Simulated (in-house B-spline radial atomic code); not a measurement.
**Eu¹⁵⁺: excited configurations**

Aim: the energies of several excited configurations of Eu¹⁵⁺ above a reference configuration, each from its own self-consistent run.

Program: in-house B-spline radial atomic code version 1. Level of theory: Dirac-Hartree-Fock, average of configuration, Fermi nucleus, basis-set limit. These are calculated values, not measurements, unless marked.

## 1. What is computed

```
element       : europium (Z = 63)
charge        : +15
electrons     : 48
configuration : [Kr] 4d10 4f2
Hamiltonian   : Dirac-Coulomb
nucleus       : Fermi, rms radius 5.112 fm
```

The outer shells:

[Kr] 4d10 4f2
```
[Kr] core
4d [↑↓][↑↓][↑↓][↑↓][↑↓]
4f [↑ ][↑ ][  ][  ][  ][  ][  ]
```

The boxes draw the filling by Hund's rule, which heavy ions in jj coupling don't follow; these runs average over all states of the configuration.

The run's settings:

```ini
Z = 63
electrons = 48.0
configuration = [Kr] 4d10 4f2
hamiltonian = dirac
method = hf
spin_polarised = False
nucleus = fermi
rms_radius = 5.1115
mass_number = 153
atomic_mass = 152.921236789
speed_of_light = 137.035999084
```

This reference run was done before. Its total energy is -10777.911829 hartree, and its levels are (the highest eight at most):

```
orbital  occupation  energy (eV)  <r> (bohr)
  3d5/2           6     -1484.42      0.2268
  4s1/2           2      -693.85      0.5559
  4p1/2           2      -617.97      0.5657
  4p3/2           4      -586.10      0.5897
  4d3/2           4      -458.24      0.6123
  4d5/2           6      -452.21      0.6205
  4f5/2    0.857143      -310.27      0.6572
  4f7/2     1.14286      -309.34      0.6607
```

## 2. Run with [Kr] 4d9 4f2 6f1

The run's settings:

```ini
Z = 63
electrons = 48.0
configuration = [Kr] 4d9 4f2 6f1
hamiltonian = dirac
method = hf
spin_polarised = False
nucleus = fermi
rms_radius = 5.1115
mass_number = 153
atomic_mass = 152.921236789
speed_of_light = 137.035999084
```

## 3. Run with [Kr] 4d9 4f2 8p1

Changes to the settings of step 2:

```diff
@@ -2,3 +2,3 @@
 electrons = 48.0
-configuration = [Kr] 4d9 4f2 6f1
+configuration = [Kr] 4d9 4f2 8p1
 hamiltonian = dirac
```

## 4. [Kr] 4d9 4f3

Changes to the settings of step 3:

```diff
@@ -2,3 +2,3 @@
 electrons = 48.0
-configuration = [Kr] 4d9 4f2 8p1
+configuration = [Kr] 4d9 4f3
 hamiltonian = dirac
```

## 5. [Kr] 4d10 4f1 6p1

Changes to the settings of step 4:

```diff
@@ -2,3 +2,3 @@
 electrons = 48.0
-configuration = [Kr] 4d9 4f3
+configuration = [Kr] 4d10 4f1 6p1
 hamiltonian = dirac
```

## 6. Run with [Kr] 4d9 4f2 8g1

Changes to the settings of step 5:

```diff
@@ -2,3 +2,3 @@
 electrons = 48.0
-configuration = [Kr] 4d10 4f1 6p1
+configuration = [Kr] 4d9 4f2 8g1
 hamiltonian = dirac
```

**Question.** How far above the reference does each configuration lie (order and size, in eV)?

As calculated:

| net move | configuration | energy above the reference (eV) | with Breit, QED, recoil (eV) | largest <r> (bohr) |
| --- | --- | --- | --- | --- |
| 4d → 4f | [Kr] 4d9 4f3 | 144.70 | 144.46 | 0.660 |
| 4f → 6p | [Kr] 4d10 4f1 6p1 | 145.47 | 145.66 | 2.00 |
| 4d → 6f | [Kr] 4d9 4f2 6f1 | 336.52 | 336.37 | 2.45 |
| 4d → 8p | [Kr] 4d9 4f2 8p1 | 373.80 | 373.68 | 4.13 |
| 4d → 8g | [Kr] 4d9 4f2 8g1 | 396.74 | 396.59 | 5.20 |

Quantum defects of the promoted electron, δ = n − ζ/√(−2ε) with ζ = 16 and ε its orbital energy in hartree:

| promotion | δ |
| --- | --- |
| 4f → 6p | 1.371 |
| 4d → 6f | 0.522 |
| 4d → 8p | 1.349 |
| 4d → 8g | 0.099 |

What this shows: The energies run from 144.70 eV (4d → 4f) to 396.74 eV (4d → 8g). 3 of them lie more than 2 % above the ionisation threshold that Koopmans' theorem gives (309.34 eV), where such states can decay by emitting an electron. Of those tabulated, the defect is largest for 6p (1.37) and least for 8g (0.10); at this charge much of the defect is relativistic. Two partly filled shells share a symmetry and can mix in the average, which may lower the energy, for: 4d → 6f. These are averages over configurations, without correlation, not spectroscopic levels.
